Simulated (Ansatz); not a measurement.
**Cr (bcc type): how the settings move a single-point run**

Question: which choices in the input matter for Cr (bcc type)?

Program: Ansatz 0.2.0. Level of theory: reference: DFT, PBE, norm-conserving pseudopotentials, Ansatz's default files, scalar-relativistic. These are calculated values, not measurements.

1 further run of the same task is left out (it didn't finish).

**1. Starting point**

The structure is cubic, space group Im-3m (No. 229). Conventional cell: a = 2.698 Å, b = 2.698 Å, c = 2.698 Å, α = 90.00°, β = 90.00°, γ = 90.00°. Cr (site symmetry m-3m) has 8 Cr at 2.34 Å as nearest neighbours.

Coordinates:

```
Cr
1.0
    -1.34912    1.34912    1.34912
     1.34912   -1.34912    1.34912
     1.34912    1.34912   -1.34912
Cr
1
Direct
  0.00000 0.00000 0.00000
```

**2. The reference run**

File input.yaml:

```yaml
crystal:
  lattice:
    - [-1.3491192624, 1.3491192624, 1.3491192624]
    - [1.3491192624, -1.3491192624, 1.3491192624]
    - [1.3491192624, 1.3491192624, -1.3491192624]
  atoms:
    - { symbol: Cr, position: [0.0, 0.0, 0.0], spin: 2.0 }
magnetization:
  spin_polarized: true
kpoints:
  mp_grid: { grid: [21, 21, 21] }
scf:
  occupations: { method: fermi_dirac, width: 0.05 }
hamiltonian:
  xc: pbe
  pseudopotentials: { kind: nc }
output:
  forces: true
  stress: true
  eigenvalues: true
```

Command:

```console
$ ansatz run input.yaml --threads 1 --pin off --max-ram 3072MiB --backend cpu --events-out ev --progress --plain --runs-dir out
```

**3. Changed: starting moments, ecutwfc 450 eV, spin_polarized left out**

Changes to input.yaml since step 2:

```diff
@@ -6,5 +6,3 @@
   atoms:
-    - { symbol: Cr, position: [0.0, 0.0, 0.0], spin: 2.0 }
-magnetization:
-  spin_polarized: true
+    - { symbol: Cr, position: [0.0, 0.0, 0.0] }
 kpoints:
@@ -20 +18,3 @@
   eigenvalues: true
+basis:
+  ecutwfc: "450 eV"
```

**Question.** What will these runs give? Wanted: for each run, ending; energy change; pressure; gap; force.

**Answer**, as computed:

```
                                                         run     ending   energy change  pressure (GPa)  gap (eV)  force (eV/Å)  cycles   time
                                                   reference  converged               0            58.9      0.00          0.00      14   20 s
1: starting moments, ecutwfc 450 eV, spin_polarized left out  converged  +28.89 eV/atom            45.0      0.00          0.00       7  1.9 s
```

Residual by cycle in the longest SCF loop of each run; runs are numbered as in the table. The quantity is the density residual dr2, in eV.

```
cycle  reference    run 1
    1       4.03     20.9
    2      0.369    0.169
    3     0.0386   0.0146
    5     1.3e-4   1.2e-5
    6     2.0e-5   1.7e-7
    7     9.5e-6  1.5e-10
    8     2.3e-4        -
    9     1.9e-4        -
   10     1.5e-5        -
   12     1.0e-8        -
   13    1.5e-11        -
   14    2.0e-13        -
```

What this shows: Changing the spin polarisation and cutoff moves the energy by +28.89 eV/atom, and the pressure goes from 58.9 to 45.0 GPa. The log warns that the cutoff is under what these potentials recommend, so the shift holds truncation error. Cost: 7 SCF cycles against 14, 1.9 s against 20 s. Run 1 ran under the cutoff that the potentials recommend, as the log warns, so basis error is mixed into its values. The structure is not at rest: the sound run finds 59 GPa, so these are no properties of the relaxed crystal. 
